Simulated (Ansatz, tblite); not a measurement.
**(BeO)9 cage of four- and six-membered rings (Be9O9): a ladder of methods and basis sets**

The task here is to estimate one member of a computed series from the others.

Method: as each input shows; program: Ansatz 0.2.0, Gaussian basis.

The runs, in order: GFN1-xTB, GFN2-xTB, PBE-D4/def2-TZVP, r2SCAN-D4/def2-TZVP, LDA/def2-TZVP, BHLYP-D4/def2-TZVP, PBE-D4/def2-SVP, PBE0-D4/def2-SVP, HF/STO-3G, HF/6-31G, B3LYP-D4/6-31G, MP2/def2-SVP.

3 further runs of the same task are left out: 3 that didn't finish.

**The geometry**

The singlet was relaxed beforehand with PBE-D4/def2-SVP.

18 atoms, charge 0, spin multiplicity 1.

Bond lengths: Be1–O2 1.594 Å, Be1–O4 1.614 Å, Be1–O6 1.594 Å, O2–Be3 1.644 Å, O2–Be9 1.549 Å, Be3–O4 1.602 Å, Be3–O14 1.549 Å, O4–Be5 1.603 Å, Be5–O6 1.644 Å, Be5–O15 1.549 Å, O6–Be7 1.549 Å, Be7–O8 1.602 Å, Be7–O12 1.644 Å, O8–Be9 1.602 Å, O8–Be11 1.614 Å, Be9–O10 1.644 Å, O10–Be11 1.594 Å, O10–Be13 1.549 Å and more. Angles: O2–Be1–O4 99.2°, O2–Be1–O6 128.5°, O4–Be1–O6 99.2°, Be1–O2–Be3 80.2°, Be1–O2–Be9 109.4°, Be3–O2–Be9 114.7°, O2–Be3–O4 97.6°, O2–Be3–O14 123.5°, O4–Be3–O14 122.3°, Be1–O4–Be3 80.8°, Be1–O4–Be5 80.8°, Be3–O4–Be5 106.5°, O4–Be5–O6 97.6°, O4–Be5–O15 122.3°, O6–Be5–O15 123.5°, Be1–O6–Be5 80.2°, Be1–O6–Be7 109.4°, Be5–O6–Be7 114.7° and more.

As a file:

```xyz
18

Be    0.00325    2.16092    0.20281
O    -1.43239    1.61147   -0.21707
Be   -1.28350    0.90673    1.26056
O     0.00121    1.72609    1.75673
Be    1.28418    0.90266    1.26279
O     1.43786    1.60692   -0.21457
Be    1.28607    0.63798   -1.41325
O     0.00311    0.65813   -2.37318
Be   -1.28157    0.64204   -1.41548
O    -1.43617   -0.98932   -1.28733
Be    0.00028   -0.90507   -1.97305
O     1.43525   -0.99387   -1.28482
Be   -1.28603   -1.54227    0.15160
O    -1.43772   -0.61559    1.50055
O     1.43316   -0.62014    1.50306
Be    1.28087   -1.54634    0.15383
O    -0.00431   -2.38406    0.61634
Be   -0.00352   -1.25629    1.77046
```

PBE0-D4/def2-TZVP was run before; its log isn't repeated, and its numbers join the tables.

Set-up of the first run:

Tight binding, by tblite at 300 K electronic temperature and without a spin-polarisation term:

```python
tblite.interface.Calculator('GFN1-xTB', numbers, positions, charge=0, uhf=0).singlepoint()
```

Tight binding, by tblite at 300 K electronic temperature and without a spin-polarisation term:

```python
tblite.interface.Calculator('GFN2-xTB', numbers, positions, charge=0, uhf=0).singlepoint()
```

start.molden holds the orbitals of an earlier run on this state, given as this run's starting guess.

File in.yaml:

```yaml
crystal:
  periodic: [false, false, false]
  atoms:
    - {symbol: Be, position_ang: [0.003245, 2.160924, 0.202814]}
    - {symbol: O, position_ang: [-1.432393, 1.611472, -0.217067]}
    - {symbol: Be, position_ang: [-1.283502, 0.906733, 1.260565]}
    - {symbol: O, position_ang: [0.001208, 1.726085, 1.756729]}
    - {symbol: Be, position_ang: [1.284179, 0.902664, 1.262788]}
    - {symbol: O, position_ang: [1.437859, 1.606922, -0.214568]}
    - {symbol: Be, position_ang: [1.286065, 0.637979, -1.413247]}
    - {symbol: O, position_ang: [0.003108, 0.658132, -2.373178]}
    - {symbol: Be, position_ang: [-1.281572, 0.642045, -1.415476]}
    - {symbol: O, position_ang: [-1.436168, -0.989315, -1.287325]}
    - {symbol: Be, position_ang: [0.000275, -0.905069, -1.973052]}
    - {symbol: O, position_ang: [1.435248, -0.993866, -1.284819]}
    - {symbol: Be, position_ang: [-1.286027, -1.542274, 0.151600]}
    - {symbol: O, position_ang: [-1.437717, -0.615594, 1.500553]}
    - {symbol: O, position_ang: [1.433163, -0.620143, 1.503057]}
    - {symbol: Be, position_ang: [1.280874, -1.546341, 0.153835]}
    - {symbol: O, position_ang: [-0.004309, -2.384064, 0.616340]}
    - {symbol: Be, position_ang: [-0.003524, -1.256288, 1.770462]}
basis:
  gaussian: {orbitals: def2-TZVP, initial_orbitals: start.molden}
hamiltonian: {xc: pbe, dispersion: d4}
scf: {omitted_lower_state_checks: [starts]}
output: {forces: true, orbitals: {seedname: orbitals}}
```

Started as:

```
$ ansatz run in.yaml --threads 4 --pin off --events-out ev --progress --plain --max-ram 6963MiB
```

Among the steps run: PBE-D4/def2-TZVP; r2SCAN-D4/def2-TZVP; LDA/def2-TZVP; BHLYP-D4/def2-TZVP; PBE-D4/def2-SVP; PBE0-D4/def2-SVP; HF/STO-3G; HF/6-31G; B3LYP-D4/6-31G; MP2/def2-SVP.

One of the session's tables, all rows but one given; the rest of the session is left out.

It belongs to the step «Binding energy». 

| level | binding an atom (eV) |
| --- | --- |
| HF/STO-3G | 4.347 |
| HF/6-31G | 3.759 |
| HF/def2-SVP | 3.943 |
| LDA/def2-TZVP | 6.192 |
| PBE-D4/def2-SVP | 5.542 |
| PBE-D4/def2-TZVP | 5.504 |
| r2SCAN-D4/def2-TZVP | 5.467 |
| B3LYP-D4/6-31G | 5.216 |
| PBE0-D4/def2-SVP | ? |
| PBE0-D4/def2-TZVP | 5.336 |
| BHLYP-D4/def2-TZVP | 5.130 |
| MP2/def2-SVP | 5.166 |

Q: Estimate the row for PBE0-D4/def2-SVP from the others.

The run gave: binding an atom (eV): 5.351. In the column «binding an atom (eV)» it lies between PBE0-D4/def2-TZVP (5.336) and r2SCAN-D4/def2-TZVP (5.467).

Limits of these values: Free atoms were run apart at each level; binding is atoms less cluster, divided by the number of atoms, without zero-point or spin-orbit terms.
